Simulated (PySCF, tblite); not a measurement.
# C₅H₃O₂S radical: geometry, infrared bands and EPR parameters

Aim: predict the infrared bands and EPR parameters of C₅H₃O₂S radical (`[O]C(=O)c1ccsc1`).

The runs use tblite 0.8.0 and PySCF 2.14.0, with density-fitted response routines of our own; the level of theory stands in each step. All values are computed, except where a source is named. Atoms count from 0, in the outputs and in this text.

### Step 1. The starting structure

11 atoms, charge 0, multiplicity 2; geometry from: force field or distance geometry start.

Bonds of the start (Å): O0–C1 1.41, C1–O2 1.26, C1–C3 1.47, C3–C4 1.37, C4–C5 1.38, C5–S6 1.71, S6–C7 1.68, C7–C3 1.37, C4–H8 1.08, C5–H9 1.09, C7–H10 1.07.

### Step 2. Optimising the geometry with GFN2-xTB

The job: settings as JSON, then the geometry in Å.

```
{"job": {"kind": "relax", "xc": "GFN2-xTB", "basis": "xTB"}, "charge": 0, "multiplicity": 2}
O      2.798600     0.576000     0.085900
C      1.796300    -0.381200    -0.145000
O      2.081000    -1.578300    -0.435900
C      0.382600     0.004400    -0.018900
C     -0.688300    -0.833600    -0.189100
C     -1.880300    -0.157600    -0.005500
S     -1.657300     1.488900     0.401300
C      0.010500     1.279300     0.322400
H     -0.603300    -1.880100    -0.459300
H     -2.843200    -0.656000    -0.103900
H      0.608800     2.140800     0.522000
```

Started as:

```sh
$ OMP_NUM_THREADS=1 python probes_run.py task.json out
```

This one command runs all jobs of the session in turn.

**Question.** This job is followed by: GFN2-xTB harmonic vibrations, gas phase; UKS B3LYP, pcH-1 on C H O S, non-relativistic, mean-field spin-orbit, GIAO. Predict these results of the whole session: strongest single infrared mode (GFN2-xTB); zero-point energy (GFN2-xTB); g(iso) (B3LYP); ⟨S²⟩; largest a(iso) (averaged by class); potential on the surface of density 0.002 e/bohr³, 1st and 99th percentile.

As calculated:

```
                                                                  quantity                  value
                                 strongest single infrared mode (GFN2-xTB)  1923 cm⁻¹, 284 km/mol
                                              zero-point energy (GFN2-xTB)          41.2 kcal/mol
                                                            g(iso) (B3LYP)                2.00376
                                                                      ⟨S²⟩     0.756 (exact 0.75)
                                        largest a(iso) (averaged by class)   13C on C3, 191.8 MHz
potential on the surface of density 0.002 e/bohr³, 1st and 99th percentile     -1.01 V and 1.51 V
```

The optimisation took 23 steps and gained 1.237 eV; among the close pairs (by a distance rule), O0–C1 changed most, from 1.405 to 1.205 Å. The lowest mode is imaginary (24i cm⁻¹), so the xTB geometry is not a minimum: the zero-point energy counts the real modes alone, and all values at this geometry belong to a saddle point. The strongest single mode, at 1923 cm⁻¹, moves mainly C1. Unscaled tight-binding wavenumbers are off by several per cent, some by more. Its intensities can rank the bands wrongly. The largest spin populations lie on O0 (0.35 e), C3 (0.34 e), O2 (0.33 e). The isotropic g lies 1.4 ppt above the free-electron value. The conformer search found further structures of the same energy, which may be mirror or relabelled copies of this one.
